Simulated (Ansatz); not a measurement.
Sc3SnC, space group Pm-3m, a comparison of functionals at one structure

Computed with Ansatz 0.2.0 through its Python package.

Run as a notebook:

```python
import warnings

import ansatz as az
from tabulate import tabulate

warnings.simplefilter("ignore", az.DeckWarning)
```

```python
sc3snc = (
    az.Lattice.cubic(4.530277)
    .space_group(221)
    .atom("Sc", [0.0, 0.5, 0.5])
    .atom("Sn", [0.0, 0.0, 0.0])
    .atom("C", [0.5, 0.5, 0.5])
)
```

```python
len(sc3snc.resolved().sites)
```

    5

```python
job = (
    sc3snc.calculation()
    .basis(24 * az.Ha)
    .kpoints(5, 5, 5, center="gamma")  # sampling of the Brillouin zone
    .occupations("fermi_dirac", width=0.2)  # fractional filling near the Fermi level
    .mixing("broyden", beta=0.3)
    .scf(max_iterations=150)
    .stress()
)
```

```python
rows = []
for value in ["pbesol", "lda", "blyp"]:
    rep = job.functional(value).run(threads=1).report
    rows.append((value, rep["free_energy_ev"] / len(rep["lattice"]["sites"]), rep["n_iterations"], sum(rep["stress_gpa"][i][i] for i in range(3)) / 3, rep["n_kpoints"]))
```

    

```python
print(tabulate(rows, headers=["functional", "F/atom (eV)", "iterations", "P (GPa)", "k-points"], floatfmt=".4f", tablefmt="simple"))
```

    functional      F/atom (eV)    iterations    P (GPa)    k-points
    ------------  -------------  ------------  ---------  ----------
    pbesol           -2507.0002             9    -3.0633          10
    lda              -2478.8109             9    -6.1995          10
    blyp             -2544.3464            10     3.3642          10

From lowest to highest: LDA (-6.2 GPa), PBEsol (-3.1 GPa) and BLYP (3.4 GPa). At a fixed cell a lower pressure usually means a smaller equilibrium volume, so LDA prefers the smallest cell and BLYP the largest.

Caveats:
- Spin is left out of this run.
- BLYP can be off by several per cent in the lattices of metals, and by several GPa in the pressure at a fixed cell.
- For a metal this k-point mesh is coarse: on a finer one energies can move by several to tens of meV an atom and pressures by half a GPa or more, differences at one mesh by less.
- The smearing is wide enough that free energy and stress hold a thermal part of the electrons.
- Pressure is positive in compression.
- The structure comes from a database of computed cells and needn't be a stable or known phase.
- Total energies of different functionals can't be compared; pressures, moments and gaps at this one structure can.
- It ran for 14 s on 1 thread of Arm Neoverse V1 (shared host), peak memory 0.49 GiB.

(Lines on the test bed's own set-up are left out of the output.)
